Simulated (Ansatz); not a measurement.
# SiO3: the cost of one run

Method: DFT PBE, scalar-relativistic, plane waves, PAW, unless a step names another level, in Ansatz 0.2.0.

6 further runs of the same task are left out: 6 set aside as unsound or not needed.

**1. What the formula suggests**

Pauling electronegativities: Si 1.90, O 3.44 (spread 1.54). No set of common oxidation states balances it. Tabulated atomic sizes suggest about 10 Å³/atom. 26 candidates were drawn, by swapping species into database cells of other compounds, at random by space group and Wyckoff sites, or by hand, as the table says:

| name | made from | space group no. | Wyckoff sites | atoms (primitive cell) | V (Å³/atom) |
| --- | --- | --- | --- | --- | --- |
| c01 | built by hand: ZrSe3 / TiS3 | 11 | Si 2e; O 2e, 2e, 2e | 8 | 10.1 |
| c02 | random | 221 | Si 1a; O 3c | 4 | 11.6 |
| c03 | random | 59 | Si 2a; O 4d, 2b | 8 | 10.6 |
| c04 | database cell of Nb3In | 223 | Si 2a; O 6d | 8 | 10.8 |
| c05 | random | 123 | Si 1a; O 2f, 1b | 4 | 12.9 |
| c06 | database cell of FeF3 | 167 | Si 6b; O 18e | 8 | 11.0 |
| c07 | built by hand: FeF3 / VF3 (tilted ReO3) | 167 | Si 6b; O 18e | 8 | 9.6 |
| c08 | database cell of Cu3P | 164 | Si 2d; O 2c, 2d, 2d | 8 | 9.5 |
| c09 | database cell of NbF3 | 221 | Si 1a; O 3d | 4 | 12.4 |
| c10 | database cell of Zr3Co | 63 | Si 4c; O 8f, 4c | 8 | 13.7 |
| c11 | random | 221 | Si 1b; O 3c | 4 | 11.8 |
| c12 | random | 141 | Si 4a; O 8e, 4b | 8 | 12.9 |
| c13 | random | 189 | Si 2c; O 3f, 2e, 1b | 8 | 12.8 |
| c14 | built by hand: CrO3-type chains, peroxo variant | 40 | Si 4b; O 4b, 4b, 4a | 8 | 10.4 |
| c15 | random | 225 | Si 4b; O 8c, 4a | 4 | 10.4 |
| c16 | database cell of LuRh3 | 221 | Si 1b; O 3d | 4 | 10.3 |
| c17 | random | 141 | Si 4b; O 8d, 4a | 8 | 13.0 |
| c18 | database cell of Zr3Cd | 139 | Si 2a; O 4d, 2b | 4 | 12.6 |
| c19 | random | 55 | Si 2d; O 4h, 2c | 8 | 11.5 |
| c20 | random | 229 | Si 2a; O 6b | 4 | 11.9 |
| c21 | random | 12 | Si 2b; O 4h, 2a | 4 | 11.3 |
| c22 | database cell of GeP3 | 166 | Si 6c; O 18h | 8 | 9.5 |
| c23 | random | 225 | Si 4a; O 4b, 8c | 4 | 13.1 |
| c24 | built by hand: O2-filled cristobalite (2SiO2O2) | 82 | Si 2d, 2a; O 4e, 8g | 8 | 10.9 |
| c25 | database cell of CdAg3 | 166 | Si 3a; O 6c, 3b | 4 | 9.0 |
| c26 | random | 139 | Si 2b; O 4c, 2a | 4 | 12.8 |

**2. Screening run of c11**

input.yaml reads:

```yaml
crystal:
  lattice:
    - [3.60904959, 0.0, 0.0]
    - [0.0, 3.60904959, 0.0]
    - [0.0, 0.0, 3.60904959]
  atoms:
    - { symbol: Si, position: [0.5, 0.5, 0.5] }
    - { symbol: O, position: [0.0, 0.5, 0.5] }
    - { symbol: O, position: [0.5, 0.0, 0.5] }
    - { symbol: O, position: [0.5, 0.5, 0.0] }
basis:
  ecutwfc: 420
kpoints:
  mp_grid: { grid: [5, 5, 5] }
hamiltonian:
  xc: pbe
scf:
  occupations: { method: gaussian, width: 0.2 }
  lower_state_search: "off"
output:
  forces: true
  stress: true
  eigenvalues: true
relax:
  adjacent_minimum: "off"
  f_tol: 0.08
  max_steps: 16
  cell: { stress_tol: 0.8 }
```

On the command line:

```console
ansatz run input.yaml --threads 1 --pin off --max-ram 2560MiB --backend cpu --events-out ev --progress --plain --runs-dir out
```

**Question.** How long does this run take on 1 thread of AMD EPYC 9R45 (Zen 5), shared host, and how much memory does it need?

About 2.6 s, with a peak of 0.32 GiB.
